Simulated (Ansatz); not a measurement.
# Cu3P2: the cost of one run

Program: Ansatz 0.2.0. Level of theory: DFT PBE, scalar-relativistic, plane waves, PAW. These are calculated values, not measurements.

2 further runs of the same task are left out: 1 that didn't finish, 1 set aside as unsound or not needed.

**1. The starting structure**

The structure is cubic, space group Pm-3m (No. 221). The conventional cell has a = 4.556 Å, b = 4.556 Å, c = 4.556 Å, α = 90.00°, β = 90.00°, γ = 90.00°. Around Cu (site symmetry 4/mmm) lie 6 P at 2.28 to 3.22 Å and 8 Cu at 3.22 Å. Around P (site symmetry m-3m) lie 6 Cu at 2.28 Å. P (site symmetry m-3m) is surrounded by 12 Cu at 3.22 Å.

Structure file:

```
Cu P
1.0
     4.55557    0.00000    0.00000
     0.00000    4.55557    0.00000
     0.00000    0.00000    4.55557
Cu P
3 2
Direct
  0.00000 0.50000 0.50000
  0.50000 0.00000 0.50000
  0.50000 0.50000 0.00000
  0.50000 0.50000 0.50000
  0.00000 0.00000 0.00000
```

The cell is invented: random cell by space group and Wyckoff sites (Pm-3m, No. 221). The dimensions are guesses.

**2. A first look at the guess**

input.yaml

```yaml
crystal:
  lattice:
    - [4.55556984, 0.0, 0.0]
    - [0.0, 4.55556984, 0.0]
    - [0.0, 0.0, 4.55556984]
  atoms:
    - { symbol: Cu, position: [0.0, 0.5, 0.5] }
    - { symbol: Cu, position: [0.5, 0.0, 0.5] }
    - { symbol: Cu, position: [0.5, 0.5, 0.0] }
    - { symbol: P, position: [0.5, 0.5, 0.5] }
    - { symbol: P, position: [0.0, 0.0, 0.0] }
basis:
  ecutwfc: 420
kpoints:
  mp_grid: { grid: [4, 4, 4] }
hamiltonian:
  xc: pbe
scf:
  occupations: { method: gaussian, width: 0.1 }
  lower_state_search: "off"
output:
  forces: true
  stress: true
  eigenvalues: true
```

Started as:

```bash
> ansatz run input.yaml --threads 1 --pin off --max-ram 2048MiB --backend cpu --events-out ev --progress --plain --runs-dir out
```

**Question.** How long does this run take on 1 thread of Intel Xeon Platinum 8488C (Sapphire Rapids), shared host, and how much memory does it need?

About 2 s, with a peak of 0.4 GiB.
